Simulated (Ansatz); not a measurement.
Crystal: NiMoIrPdW.

```
CELL_PARAMETERS angstrom
2.77046 0.00000 0.00000
-1.38523 2.39928 0.00000
0.00000 0.00000 21.88122
ATOMIC_POSITIONS crystal
Ni 0.33333 0.66667 0.04433
Ni 0.66667 0.33333 0.95562
Mo 0.66667 0.33333 0.34270
Mo 0.66667 0.33333 0.76320
Pd 0.33333 0.66667 0.44768
Pd 0.33333 0.66667 0.65723
Ir 0.33333 0.66667 0.23988
Ir 0.33333 0.66667 0.86050
W 0.66667 0.33333 0.13646
W 0.66667 0.33333 0.55240
```

The cell was built by a generator and needn't be a form met in nature.

A run of Ansatz 0.2.0 on this cell left the log below. Logs are shortened: lines on timing, memory, paths and dates and some standing lists are left out, and cuts for length are marked.

```text
Warning: the atoms were moved onto the symmetric positions of the space group found under crystal.symmetry.tolerance 1.0e-5 (fractional; no operation is sought that the atoms, as they stand in a round, miss by more than twice it, and no atom is moved by as much as it), and the run uses the moved positions. Before a round's move an operation carried an atom to 2.77e-5 Å from where it should land, the largest such distance. Atom 0 (counting from 0) moved farthest, by 1.60e-5 Å; the longest move in fractions of the cell, of whichever atom, is 0.47 of the tolerance, in 1 round. To run the atoms as typed, lower crystal.symmetry.tolerance until the operations that they miss are no longer found, or set crystal.symmetry.detect: false (a key that needs symmetry detection or time reversal refuses this as the deck is read). The positions used, in the order of the run's atom list: position: [0.3333333333333333, 0.6666666666666666, 0.04433]; position: [0.6666666666666666, 0.3333333333333333, 0.95562]; position: [0.6666666666666666, 0.3333333333333333, 0.3427]; position: [0.6666666666666666, 0.3333333333333333, 0.7632]; position: [0.3333333333333333, 0.6666666666666666, 0.44768]; position: [0.3333333333333333, 0.6666666666666666, 0.65723]; position: [0.3333333333333333, 0.6666666666666666, 0.23988]; position: [0.3333333333333333, 0.6666666666666666, 0.8605]; position: [0.6666666666666666, 0.3333333333333333, 0.13646]; position: [0.6666666666666666, 0.3333333333333333, 0.5524]; The lattice was moved too: crystal.lattice keeps the space group found at crystal.symmetry.tolerance 1.0e-5 only nearly: the operation that it misses by the most changes a squared length by the fraction 6.31e-6. The run uses the lattice that is a stretch of the typed one, with no rotation, onto the one that keeps every operation to a double's rounding (on a very oblique basis the stretch itself rounds by more); the deck's lattice vector that moved farthest moved by 5.05e-6 Å. To run the lattice as typed, set crystal.symmetry.tolerance under 6.30e-6, the least fraction by which an operation that the lattice misses changes a squared length (the same key also sets how far an atom may lie from its image, so lowering it can lose operations that the atoms keep only within it), or set crystal.symmetry.detect: false, as for the atoms. crystal.lattice made exact, in Å and degrees: [[2.770454953865881, 0.0, 0.0], [-1.3852274769329405, 2.399284370088298, 0.0], [0.0, 0.0, 21.88122]]. Pasted over the deck's crystal.lattice, beside positions in fractional coordinates, it runs the same cell (given as lengths and angles, that cell in the form's own orientation, a rigid turn of the misfit's size from the one run here, for which a checkpoint.post_process_only pass over this run's state can be refused: where this run relaxes nothing, give such a pass this deck's own crystal.lattice, as typed; behind a relaxation, as crystal.lattice, the state's own cell, identity.cell in its checkpoint.json), and a matrix so pasted ends this notice, except on a very skew basis of the lattice, where the rounding of the pasted numbers themselves can read as a misfit: the cell is then moved again, and that move is told again. The lattice as run is in this notice's lattice.as_run_ang field (Run.prep()["deck_notices"] in Python, the deck_notice line of an events file, deck_notices of ansatz run --dry-run=json, or deck_notices in record.json in the deck's checkpoint.write directory).
Warning: RAYON_NUM_THREADS=8 ignored (pool sized by the plan → 8); use --threads N
Engine: ansatz 0.2.0, x86_64-unknown-linux-gnu
Pseudopotentials: kind: paw
Pseudopotential: Ni, paw, valence charge 18, recommended cutoff 420 eV (normal), Ni.paw.azcp
Pseudopotential: Mo, paw, valence charge 14, recommended cutoff 420 eV (normal), Mo.paw.azcp
Pseudopotential: Pd, paw, valence charge 18, recommended cutoff 420 eV (normal), Pd.paw.azcp
Pseudopotential: Ir, paw, valence charge 17, recommended cutoff 420 eV (normal), Ir.paw.azcp
Pseudopotential: W, paw, valence charge 14, recommended cutoff 420 eV (normal), W.paw.azcp
Functional definition: BLYP
  parameter beta = 0.0042
  parameter a = 0.04918
  parameter b = 0.132
  parameter c = 0.2533
  parameter d = 0.349
[... 273 lines left out ...]
--- Relaxed structure (6 steps of the walk, 5 accepted, 1 SCFs on fresh bases) ---
  F+E_penalty+E_count = -80349.27641979 eV   max|allowed force component| = 4.633e-3 eV/Å   (the final SCF, on the basis selected at the relaxed cell)
  cell:  # Å, volume = 152.2420 Å³
    - [2.8122436567550095, 3.0929853411153496e-18, -6.3415297553933914e-18]
    - [-1.4061218283775048, 2.4354744483814836, 3.170764877696697e-18]
    - [-5.008578375211742e-17, 3.3054799024833484e-33, 22.22786926013544]
  atoms:
    - { symbol: Ni, position: [0.3333333333333333, 0.6666666666666666, 0.04509849733875625] }
    - { symbol: Ni, position: [0.6666666666666666, 0.3333333333333333, 0.9565291805167814] }
    - { symbol: Mo, position: [0.6666666666666666, 0.3333333333333333, 0.3408975424022979] }
    - { symbol: Mo, position: [0.6666666666666666, 0.3333333333333333, 0.7640847233216634] }
    - { symbol: Pd, position: [0.3333333333333333, 0.6666666666666666, 0.4469118265714972] }
    - { symbol: Pd, position: [0.3333333333333333, 0.6666666666666666, 0.6575009132186532] }
    - { symbol: Ir, position: [0.3333333333333333, 0.6666666666666666, 0.2390134414143692] }
    - { symbol: Ir, position: [0.3333333333333333, 0.6666666666666666, 0.861311826363476] }
    - { symbol: W, position: [0.6666666666666666, 0.3333333333333333, 0.13639154243554408] }
    - { symbol: W, position: [0.6666666666666666, 0.3333333333333333, 0.5522605064169611] }
```

Problem. Write the input and the command behind it.

Solution. Relaxation of cell and atoms with BLYP, collinear spin, ferromagnetic start. The files as run (others can give the same):

input.yaml
```yaml
crystal:
  lattice:
    - [2.77046, 0.0, 0.0]
    - [-1.38523, 2.39928, 0.0]
    - [0.0, 0.0, 21.88122]
  atoms:
    - { symbol: Ni, position: [0.33333, 0.66667, 0.04433], spin: 1.0 }
    - { symbol: Ni, position: [0.66667, 0.33333, 0.95562], spin: 1.0 }
    - { symbol: Mo, position: [0.66667, 0.33333, 0.3427], spin: 1.0 }
    - { symbol: Mo, position: [0.66667, 0.33333, 0.7632], spin: 1.0 }
    - { symbol: Pd, position: [0.33333, 0.66667, 0.44768] }
    - { symbol: Pd, position: [0.33333, 0.66667, 0.65723] }
    - { symbol: Ir, position: [0.33333, 0.66667, 0.23988], spin: 0.6 }
    - { symbol: Ir, position: [0.33333, 0.66667, 0.8605], spin: 0.6 }
    - { symbol: W, position: [0.66667, 0.33333, 0.13646] }
    - { symbol: W, position: [0.66667, 0.33333, 0.5524] }
hamiltonian:
  xc: blyp
  pseudopotentials: { kind: paw }
magnetization:
  spin_polarized: true
kpoints:
  mp_grid: { grid: [8, 8, 1] }
scf:
  occupations: { method: fermi_dirac, width: 0.05 }
output:
  forces: true
  stress: true
  eigenvalues: true
relax:
  f_tol: 0.01
  max_steps: 40
  cell: { stress_tol: 0.05 }
```

Potentials or basis: Ansatz PAW.
Launch:
```bash
$ ansatz run input.yaml --threads 8 --pin off --max-ram 20480MiB --backend cpu --events-out ev --progress --plain --runs-dir out
```

Caveat: the plane-wave basis is chosen anew once the cell has moved, so the energies of steps on either side of that aren't comparable; the PAW data sets come from PBE, with cores solved anew for the run's functional, which leaves a small shift of forces and pressure; the starting moments weren't kept.
